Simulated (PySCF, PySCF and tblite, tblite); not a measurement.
# C₉H₁₉NSSi₂: telling isomers apart by computed NMR, part 3 of 3

PySCF and tblite. Atoms count from 0.

## 10. The ensemble, isomer C: properties at PBE0/6-31G*

The job: settings as JSON, then the geometry in Å.

```
{"job": {"study": "conf", "smiles": "C[Si](C)(C)c1csc([Si](C)(C)C)n1", "search": {"seed": 7992, "n_embed": 90, "ff_keep": 18, "window": 2.5, "nmax": 4, "temps": [250, 298.15, 350], "t_ref": 298.15, "order": 0.0005}, "level": {"nmr": {"xc": "PBE0", "basis": "6-31G*"}}, "kind": "conf"}, "charge": 0, "multiplicity": 1}
C     -3.325310     1.852286    -1.431436
Si    -2.717134     0.506993    -0.220216
C     -3.793798     0.544201     1.356593
C     -2.762137    -1.211592    -1.034523
C     -0.927035     0.885670     0.258177
C     -0.459652     2.013162     0.865024
S      1.236056     1.934851     1.115053
C      1.217941     0.337952     0.363300
Si     2.795340    -0.681108     0.152008
C      3.533452    -0.972432     1.886999
C      2.329918    -2.317538    -0.694547
C      4.006797     0.340699    -0.910061
N      0.045229    -0.026667    -0.005330
H     -2.728740     1.867103    -2.338604
H     -4.357919     1.682006    -1.719973
H     -3.268479     2.841333    -0.986545
H     -3.744778     1.511794     1.847322
H     -4.835762     0.347406     1.123824
H     -3.470365    -0.203376     2.074687
H     -2.396121    -1.974010    -0.354521
H     -2.134088    -1.239339    -1.919089
H     -3.770570    -1.484069    -1.331319
H     -1.012815     2.876626     1.174858
H      2.857231    -1.547957     2.512494
H      4.471330    -1.516178     1.829581
H      3.728351    -0.031507     2.393566
H      3.204739    -2.943526    -0.840003
H      1.614073    -2.875693    -0.100488
H      1.879188    -2.141597    -1.665500
H      4.955193    -0.173863    -1.029791
H      3.604433     0.524399    -1.902089
H      4.210211     1.305578    -0.454434
```

What it wrote:

```text
conformer  sym    E(xTB)   E(DFT)   G(298.15 K)  weight  dipole/D
    1     Cs      0.000    0.000    0.000   1.0000    0.358

mean shielding (ppm) by class
class atoms           250 K   298.15 K      350 K
  0 C  0,2,3        195.699    195.699    195.699
  1 Si 1            418.643    418.643    418.643
  2 C  4             49.601     49.601     49.601
  3 C  5             67.573     67.573     67.573
  4 S  6            242.663    242.663    242.663
  5 C  7             31.175     31.175     31.175
  6 Si 8             417.94     417.94     417.94
  7 C  9,10,11      195.712    195.712    195.712
  8 N  12           -72.393    -72.393    -72.393
  9 H  13,14,15      32.104     32.104     32.104
 10 H  22             24.97      24.97      24.97
 11 H  23,24,25      32.109     32.109     32.109
```

It took 85 s on 1 thread of Arm Neoverse V1, shared host. This counts the runs that the step sums up.

The search (ETKDG and KDG, MMFF94s, GFN2-xTB) embedded 90 structures, kept 1 distinct ones after the force field and 1 after xTB; 1 was carried on (window 2.5 kcal/mol at the search's own energies). Energies: PBE0/6-31G* with D3(BJ).

Conformer by conformer (298 K):

```
no.  group  mirror pair  ΔE xTB  ΔE DFT    ΔG  weight (%)  μ (D)  C0–Si1–C4–N12 (°)  S6–C7–Si8–C9 (°)     A, B, C (GHz)
  1     Cs           no    0.00    0.00  0.00       100.0   0.36               -121                59  0.94, 0.29, 0.26
```

Energies in kcal/mol. ΔG holds xTB vibrations and rotation, symmetry numbers and mirror pairs.

Shifts against references run at the same level (13C TMS 196.4, 1H TMS 32.41, 15N NH3 261.4, 29Si TMS 415.5 ppm of shielding), by class of atoms, at 298 K:

```
                   atoms                                          environment  average
                      C7  substituted aromatic carbon next to a ring nitrogen    165.2
                      C4  substituted aromatic carbon next to a ring nitrogen    146.8
                      C5                  aromatic CH next to the ring sulfur    128.8
              C0, C2, C3                           methyl carbon bonded to Si      0.7
            C9, C10, C11                           methyl carbon bonded to Si      0.7
                     H22   hydrogen on an aromatic CH next to the ring sulfur     7.44
H13, H14, H15 and 6 more             hydrogen on a methyl carbon bonded to Si     0.31
H23, H24, H25 and 6 more             hydrogen on a methyl carbon bonded to Si     0.30
                     Si8                                silicon bonded to 4 C     -2.5
                     Si1                                silicon bonded to 4 C     -3.2
                      S6                                 aromatic ring sulfur  243 (σ)
                     N12                   pyridine-type nitrogen of an azole    333.8
```

Effective distances for nuclear Overhauser effects, ⟨r⁻⁶⟩^(−1/6) over all pairs of two classes (Å): H13···H22 3.81.

## 11. Shieldings, isomer A, conformer 1: CAM-B3LYP/6-31G*

The job: settings as JSON, then the geometry in Å.

```
{"job": {"xc": "CAM-B3LYP", "basis": "6-31G*", "grid": 3, "kind": "nmr", "pop": false}, "charge": 0, "multiplicity": 1}
C     -3.382086    -1.777216    -0.849559
Si    -3.001633     0.048089    -0.420056
C     -4.219816     0.680901     0.911268
C     -3.143269     1.111950    -2.004179
C     -1.251745     0.169482     0.247546
C     -0.724584     0.603701     1.439889
N      0.622597     0.536454     1.550133
C      1.204508     0.057215     0.473538
Si     3.077840    -0.100461     0.469978
C      3.572446    -1.931253     0.203138
C      3.675992     0.529567     2.166393
C      3.812293     0.951166    -0.952013
S      0.059802    -0.344554    -0.765716
H     -3.339407    -2.438175     0.023361
H     -4.379254    -1.911661    -1.283656
H     -2.675958    -2.192919    -1.577244
H     -5.264396     0.636087     0.583074
H     -4.171157     0.102941     1.841040
H     -4.037239     1.723961     1.193351
H     -4.134275     1.051941    -2.468079
H     -2.958115     2.176257    -1.820756
H     -2.427789     0.810376    -2.777542
H     -1.298287     0.986128     2.273465
H      4.657378    -2.084142     0.209040
H      3.216653    -2.326987    -0.754918
H      3.167710    -2.596825     0.973500
H      4.764424     0.486471     2.285088
H      3.253770    -0.046131     2.997939
H      3.388498     1.571181     2.349580
H      3.462358     0.626160    -1.938412
H      3.551044     2.012240    -0.873733
H      4.906481     0.909660    -0.990668
```

What it wrote:

```text
coarse grid: 27488 points
cycle   1  E = -1386.1365266569  dE =  1.493e+00  |g| = 6.307e-01  |ddm| = 5.085e+00
cycle   2  E = -1386.1597916861  dE = -2.327e-02  |g| = 5.888e-01  |ddm| = 1.012e+00
cycle   3  E = -1386.2410902619  dE = -8.130e-02  |g| = 1.221e-01  |ddm| = 5.435e-01
cycle   4  E = -1386.2441164592  dE = -3.026e-03  |g| = 5.220e-02  |ddm| = 1.513e-01
cycle   5  E = -1386.2447970292  dE = -6.806e-04  |g| = 7.303e-03  |ddm| = 6.043e-02
cycle   6  E = -1386.2448116299  dE = -1.460e-05  |g| = 3.156e-03  |ddm| = 1.196e-02
cycle   7  E = -1386.2448146484  dE = -3.018e-06  |g| = 1.200e-03  |ddm| = 5.302e-03
final grid: 384560 points
cycle   8  E = -1386.1052416414  dE = -2.563e-05  |g| = 5.779e-03  |ddm| = 1.774e-02
cycle   9  E = -1386.1052421292  dE = -4.878e-07  |g| = 5.860e-03  |ddm| = 1.088e-02
cycle  10  E = -1386.1052507399  dE = -8.611e-06  |g| = 1.014e-03  |ddm| = 5.892e-03
cycle  11  E = -1386.1052510051  dE = -2.652e-07  |g| = 2.155e-04  |ddm| = 1.230e-03
cycle  12  E = -1386.1052510179  dE = -1.279e-08  |g| = 5.276e-05  |ddm| = 2.915e-04
cycle  13  E = -1386.1052510188  dE = -8.936e-10  |g| = 1.547e-05  |ddm| = 9.421e-05
converged SCF energy = -1386.1052510188

GIAO shielding tensors (ppm)
atom      isotropic    diamagn.    paramagn.     s11        s22        s33       span
  0 C      191.243     249.913     -58.670    184.959    190.098    198.671     13.712
  1 Si     422.703     883.880    -461.177    412.740    418.710    436.659     23.919
  2 C      195.504     247.287     -51.782    192.576    192.905    201.032      8.457
  3 C      191.246     250.025     -58.779    184.958    190.103    198.678     13.720
  4 C       56.553     268.414    -211.861     -3.849     21.017    152.492    156.341
  5 C       52.748     261.012    -208.264    -22.395     58.873    121.766    144.161
  6 N      -86.882     333.303    -420.185   -371.250   -117.492    228.096    599.345
  7 C       18.350     266.530    -248.180    -43.520    -23.315    121.884    165.404
  8 Si     420.398     883.702    -463.304    403.954    408.284    448.958     45.004
  9 C      192.927     249.472     -56.545    188.022    191.919    198.841     10.819
 10 C      193.499     247.299     -53.800    188.370    194.725    197.401      9.031
 11 C      192.930     249.597     -56.667    188.037    191.918    198.835     10.798
 12 S      233.111    1067.528    -834.417     -4.311    311.407    392.237    396.548
 13 H       32.011      31.667       0.344     28.296     29.718     38.021      9.725
 14 H       32.009      28.353       3.656     27.661     29.086     39.280     11.620
 15 H       31.874      32.958      -1.083     26.801     31.134     37.688     10.886
 16 H       31.917      27.032       4.885     27.156     29.625     38.971     11.815
 17 H       31.716      30.466       1.250     27.604     29.369     38.174     10.570
 18 H       31.715      30.527       1.188     27.602     29.369     38.175     10.572
 19 H       32.008      28.411       3.598     27.662     29.084     39.279     11.617
 20 H       32.012      31.791       0.221     28.294     29.719     38.024      9.730
 21 H       31.875      33.025      -1.150     26.801     31.134     37.690     10.888
 22 H       24.228      34.458     -10.230     19.394     23.745     29.546     10.152
 23 H       32.000      27.943       4.057     27.754     29.195     39.050     11.296
 24 H       31.918      32.555      -0.637     27.256     30.489     38.008     10.753
 25 H       32.043      31.696       0.347     28.200     29.854     38.077      9.877
 26 H       32.164      27.074       5.090     27.326     29.937     39.228     11.902
 27 H       31.441      30.600       0.841     27.196     29.279     37.846     10.650
 28 H       31.441      30.658       0.783     27.199     29.278     37.845     10.646
 29 H       31.917      32.620      -0.703     27.256     30.489     38.007     10.752
 30 H       32.043      31.821       0.222     28.200     29.853     38.076      9.876
 31 H       32.000      28.005       3.995     27.754     29.195     39.051     11.297
```

Wall time 2.1 min (1 thread of Arm Neoverse V1, shared host); peak memory 1.6 GiB.

Key values: HOMO -7.95 eV, LUMO 0.36 eV; dipole 1.15 D.

## 12. The ensemble, isomer A: properties at CAM-B3LYP/6-31G*

The job: settings as JSON, then the geometry in Å.

```
{"job": {"study": "conf", "smiles": "C[Si](C)(C)c1cnc([Si](C)(C)C)s1", "search": {"seed": 7992, "n_embed": 90, "ff_keep": 18, "window": 2.5, "nmax": 4, "temps": [250, 298.15, 350], "t_ref": 298.15, "order": 0.0005}, "level": {"nmr": {"xc": "CAM-B3LYP", "basis": "6-31G*", "grid": 3}, "alter": {"geometry": "GFN1-xTB"}, "change": "CAM-B3LYP/6-31G*; grid level 3; GFN1-xTB geometries"}, "kind": "conf"}, "charge": 0, "multiplicity": 1}
C     -3.382086    -1.777216    -0.849559
Si    -3.001633     0.048089    -0.420056
C     -4.219816     0.680901     0.911268
C     -3.143269     1.111950    -2.004179
C     -1.251745     0.169482     0.247546
C     -0.724584     0.603701     1.439889
N      0.622597     0.536454     1.550133
C      1.204508     0.057215     0.473538
Si     3.077840    -0.100461     0.469978
C      3.572446    -1.931253     0.203138
C      3.675992     0.529567     2.166393
C      3.812293     0.951166    -0.952013
S      0.059802    -0.344554    -0.765716
H     -3.339407    -2.438175     0.023361
H     -4.379254    -1.911661    -1.283656
H     -2.675958    -2.192919    -1.577244
H     -5.264396     0.636087     0.583074
H     -4.171157     0.102941     1.841040
H     -4.037239     1.723961     1.193351
H     -4.134275     1.051941    -2.468079
H     -2.958115     2.176257    -1.820756
H     -2.427789     0.810376    -2.777542
H     -1.298287     0.986128     2.273465
H      4.657378    -2.084142     0.209040
H      3.216653    -2.326987    -0.754918
H      3.167710    -2.596825     0.973500
H      4.764424     0.486471     2.285088
H      3.253770    -0.046131     2.997939
H      3.388498     1.571181     2.349580
H      3.462358     0.626160    -1.938412
H      3.551044     2.012240    -0.873733
H      4.906481     0.909660    -0.990668
```

What it wrote:

```text
conformer  sym    E(xTB)   E(DFT)   G(298.15 K)  weight  dipole/D
    1     Cs      0.000    0.000    0.000   1.0000    1.154

mean shielding (ppm) by class
class atoms           250 K   298.15 K      350 K
  0 C  0,2,3        192.664    192.664    192.664
  1 Si 1            422.703    422.703    422.703
  2 C  4             56.553     56.553     56.553
  3 C  5             52.748     52.748     52.748
  4 N  6            -86.882    -86.882    -86.882
  5 C  7              18.35      18.35      18.35
  6 Si 8            420.399    420.399    420.399
  7 C  9,10,11      193.119    193.119    193.119
  8 S  12           233.111    233.111    233.111
  9 H  13,14,15      31.904     31.904     31.904
 10 H  22            24.228     24.228     24.228
 11 H  23,24,25      31.885     31.885     31.885
```

Run time: 2.1 min. Hardware: 1 thread of Arm Neoverse V1, shared host. This counts the runs that the step sums up.

Against the first level, at 298 K (shieldings, ppm; largest changes first):

```
       atoms  PBE0/6-31G*  CAM-B3LYP/6-31G*  change
          N6        -63.8             -86.9   -23.1
         S12          241               233      -8
          C7         24.6              18.4    -6.2
          C5         57.0              52.7    -4.2
          C4         60.7              56.6    -4.1
         Si1        419.4             422.7    +3.3
  C0, C2, C3        195.4             192.7    -2.7
         Si8        417.9             420.4    +2.5
C9, C10, C11        195.6             193.1    -2.5
         H22        24.47             24.23   -0.24
```

Weights: from PBE0/6-31G* energies 1: 100 %; from CAM-B3LYP/6-31G* energies 1: 100 % (with a dispersion term where the level has one and the same thermal terms, so they don't follow from the SCF energies alone). Times: 90 s and 2.1 min.

## 13. The test of assignment

The job: settings as JSON, then the geometry in Å.

```
{"job": {"study": "set", "relation": "regioisomers", "members": [{"smiles": "[CH3:1][Si:2]([CH3:3])([CH3:4])[c:5]1[cH:6][n:7][c:8]([Si:9]([CH3:10])([CH3:11])[CH3:12])[s:13]1"}, {"smiles": "[CH3:1][Si:2]([CH3:3])([CH3:4])[c:5]1[n:6][cH:7][s:8][c:9]1[Si:10]([CH3:11])([CH3:12])[CH3:13]"}, {"smiles": "[CH3:1][Si:2]([CH3:3])([CH3:4])[c:5]1[cH:6][s:7][c:8]([Si:9]([CH3:10])([CH3:11])[CH3:12])[n:13]1"}], "charge": 0, "search": {"seed": 7992, "n_embed": 90, "ff_keep": 18, "window": 2.5, "nmax": 4, "temps": [250, 298.15, 350], "t_ref": 298.15, "order": 0.0005}, "level": {"nmr": {"xc": "PBE0", "basis": "6-31G*"}}, "dp4": {"C": [2.0, 10], "H": [0.2, 10]}, "second_levels": [{"nmr": {"xc": "CAM-B3LYP", "basis": "6-31G*", "grid": 3}, "wide": true, "alter": {"geometry": "GFN1-xTB"}, "change": "CAM-B3LYP/6-31G*; grid level 3; GFN1-xTB geometries"}], "kind": "set"}, "charge": 0, "multiplicity": 1}
C     -3.323765    -1.794265    -0.870943
Si    -2.977529     0.033576    -0.451349
C     -4.190121     0.663059     0.873905
C     -3.085476     1.101355    -2.027797
C     -1.227629     0.163165     0.234005
C     -0.780949     0.611926     1.445010
N      0.550574     0.581118     1.644191
C      1.198179     0.120464     0.630292
Si     3.074416    -0.075155     0.532610
C      3.441878    -1.920347     0.214938
C      3.825603     0.519662     2.173201
C      3.682925     0.969670    -0.943436
S      0.142694    -0.326463    -0.702464
H     -3.270845    -2.421453     0.014294
H     -4.312054    -1.917625    -1.303123
H     -2.600810    -2.175243    -1.586329
H     -5.212812     0.604096     0.515907
H     -4.126605     0.074608     1.783629
H     -3.993019     1.697968     1.134731
H     -4.069193     1.032665    -2.481990
H     -2.895035     2.148645    -1.811629
H     -2.357425     0.781689    -2.767612
H     -1.417428     0.979780     2.230095
H      4.506796    -2.094819     0.096448
H      2.948011    -2.268106    -0.687973
H      3.096211    -2.539846     1.037402
H      4.907057     0.426213     2.164110
H      3.446819    -0.058868     3.009159
H      3.581236     1.559902     2.360769
H      3.192381     0.668766    -1.864810
H      3.477497     2.025397    -0.791942
H      4.753200     0.860072    -1.088509
```

What it wrote:

```text
isomer  G rel   conformers  SMILES
A     0.000      1   C[Si](C)(C)c1cnc([Si](C)(C)C)s1
B     4.773      1   C[Si](C)(C)c1ncsc1[Si](C)(C)C
C     3.623      1   C[Si](C)(C)c1csc([Si](C)(C)C)n1

signals of isomer A at the second level: probabilities [1.0, 0.0, 0.0]
```

Run time: 6.6 min. Hardware: 1 thread of Arm Neoverse V1, shared host; peak memory 1.6 GiB. This counts the whole study up to here.

The 3 candidates (regioisomers), with energies and dipoles from their ensembles above, at 298 K; shieldings at PBE0/6-31G*:

```
isomer                           SMILES  conformers    ΔE    ΔG  μ rms (D)
     A  C[Si](C)(C)c1cnc([Si](C)(C)C)s1           1  0.00  0.00       1.02
     B    C[Si](C)(C)c1ncsc1[Si](C)(C)C           1  3.63  4.77       1.47
     C  C[Si](C)(C)c1csc([Si](C)(C)C)n1           1  4.08  3.62       0.36
```

Energies in kcal/mol.

The signals of isomer A, computed at a second level (CAM-B3LYP/6-31G* on GFN1-xTB geometries), stand in for a spectrum. The test takes 9 C values, 19 H values (hydrogens on carbon alone). Each candidate's shieldings are matched to them as sorted lists by a straight-line fit, or by a shift alone where signals are few or close (slope 1; a small slope inflates the errors), and the errors are weighed by Student-t tails (C: width 2.0 ppm, H: width 0.2 ppm).

```
candidate  C slope  C mean error  C largest  H slope  H mean error  H largest   P(C)  P(H)  P(all)
        A     0.98           0.3        0.9     1.00          0.00       0.00  100.0  39.5   100.0
        B     0.95           4.7       16.7     1.05          0.00       0.00    0.0  33.5     0.0
        C     0.97           2.3       10.4     0.93          0.01       0.01    0.0  27.0     0.0
```

Errors in ppm, probabilities in per cent.

## 14. Summary of results

What follows sums up all 3 parts.

```
                                              quantity                                                 value
                                  conformers, isomer A  1; the first in weight is no. 1 (Cs), 100 % at 298 K
                     root-mean-square dipole, isomer A                                                1.02 D
           averaged 13C shifts, isomer A (PBE0/6-31G*)                     171.8, 139.4, 135.7, 1.0, 0.8 ppm
            averaged 1H shifts, isomer A (PBE0/6-31G*)                                  7.94, 0.31, 0.29 ppm
          averaged 29Si shifts, isomer A (PBE0/6-31G*)                                        -2.4, -3.9 ppm
                                  conformers, isomer B  1; the first in weight is no. 1 (C1), 100 % at 298 K
                     root-mean-square dipole, isomer B                                                1.47 D
           averaged 13C shifts, isomer B (PBE0/6-31G*)                     152.1, 147.9, 139.2, 2.3, 1.6 ppm
            averaged 1H shifts, isomer B (PBE0/6-31G*)                                  8.43, 0.37, 0.34 ppm
          averaged 29Si shifts, isomer B (PBE0/6-31G*)                                        -0.5, -4.0 ppm
                                  conformers, isomer C  1; the first in weight is no. 1 (Cs), 100 % at 298 K
                     root-mean-square dipole, isomer C                                                0.36 D
           averaged 13C shifts, isomer C (PBE0/6-31G*)                     165.2, 146.8, 128.8, 0.7, 0.7 ppm
            averaged 1H shifts, isomer C (PBE0/6-31G*)                                  7.44, 0.31, 0.30 ppm
          averaged 29Si shifts, isomer C (PBE0/6-31G*)                                        -2.5, -3.2 ppm
                                 lowest in free energy                                              isomer A
signals of A (CAM-B3LYP/6-31G* on GFN1-xTB geometries)                                     best fit A, 100 %
```

What this shows: The search found one conformer for isomer A in the window, so the averages are its own values. The search found one conformer for isomer B in the window, so the averages are its own values. The search found one conformer for isomer C in the window, so the averages are its own values. Between PBE0/6-31G* and CAM-B3LYP/6-31G*, N6 of isomer A changes most, by 23.1 ppm of raw shielding (the geometries differ too). The test names the right isomer, A, with 100 %. The stand-in spectrum is computed, so it shares conformers and some errors with the candidates; a measured one would test harder.
